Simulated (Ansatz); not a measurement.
# C (hcp type): how the settings move a single-point run

Aim: see which settings change the result for C (hcp type), by how much, and at what cost.

Method: reference: DFT, LDA, PAW with Ansatz's default frozen-core files, scalar-relativistic, in Ansatz 0.2.0.

2 further runs of the same task are left out: 1 for a known fault of the program, 1 that didn't finish. Runs told in other sessions of the task aren't counted.

**1. The system as given**

Symmetry: P6_3/mmc, No. 194, hexagonal system. Conventional cell: a = 1.831 Å, b = 1.831 Å, c = 1.798 Å, α = 90.00°, β = 90.00°, γ = 120.00°. C (site symmetry -6m2) has 6 C at 1.39 Å in its first shell of neighbours.

Structure file:

```
CELL_PARAMETERS angstrom
1.83080 0.00000 0.00000
-0.91540 1.58552 0.00000
0.00000 0.00000 1.79832
ATOMIC_POSITIONS crystal
C 0.33333 0.66667 0.25000
C 0.66667 0.33333 0.75000
```

**2. Baseline**

input.yaml

```yaml
crystal:
  lattice:
    - [1.8307971012, 0.0, 0.0]
    - [-0.9153985506, 1.5855167988, 0.0]
    - [0.0, 0.0, 1.7983155102]
  atoms:
    - { symbol: C, position: [0.3333333333, 0.6666666667, 0.25] }
    - { symbol: C, position: [0.6666666667, 0.3333333333, 0.75] }
kpoints:
  mp_grid: { grid: [23, 23, 12] }
scf:
  occupations: { method: fermi_dirac, width: 0.05 }
hamiltonian:
  xc: lda
  pseudopotentials: { kind: paw }
output:
  forces: true
  stress: true
  eigenvalues: true
  populations: true
```

On the command line:

```console
$ ansatz run input.yaml --threads 1 --pin off --max-ram 2048MiB --backend cpu --events-out ev --progress --plain --runs-dir out
```

**3. Variant: xc rpbe**

Changes to input.yaml since step 2:

```diff
@@ -13,3 +13,3 @@
 hamiltonian:
-  xc: lda
+  xc: rpbe
   pseudopotentials: { kind: paw }
```

**Question.** What will these runs give? Wanted: for each run, ending; energy change; pressure; gap; force.

As calculated:

```csv
run,ending,energy change,pressure (GPa),gap (eV),force (eV/Å),cycles,time
reference,converged,-,1120.0,0.00,0.00,6,2.8 s
1: xc rpbe,converged,not comparable,1175.4,0.00,0.00,6,2.8 s
```

Residual by cycle in the longest SCF loop of each run; runs are numbered as in the table. The quantity is the density residual dr2, in eV.

```csv
cycle,reference,run 1
1,0.262,0.221
2,0.0539,0.0476
3,5.1e-5,4.0e-5
4,1.3e-7,1.7e-7
5,2.4e-9,7.1e-10
6,5.0e-12,8.5e-12
```

What this shows: After a change of functional the difference of the totals has no physical meaning; the pressure goes from 1120.0 to 1175.4 GPa. At this fixed cell a higher pressure means that this functional prefers a larger volume than the reference. The structure is not at rest: the sound run finds 1120 GPa, so these are no properties of the relaxed crystal. 

At pressures up to 1175 GPa the PAW spheres may overlap and frozen cores may not hold, so those PAW values are rough without an all-electron check.
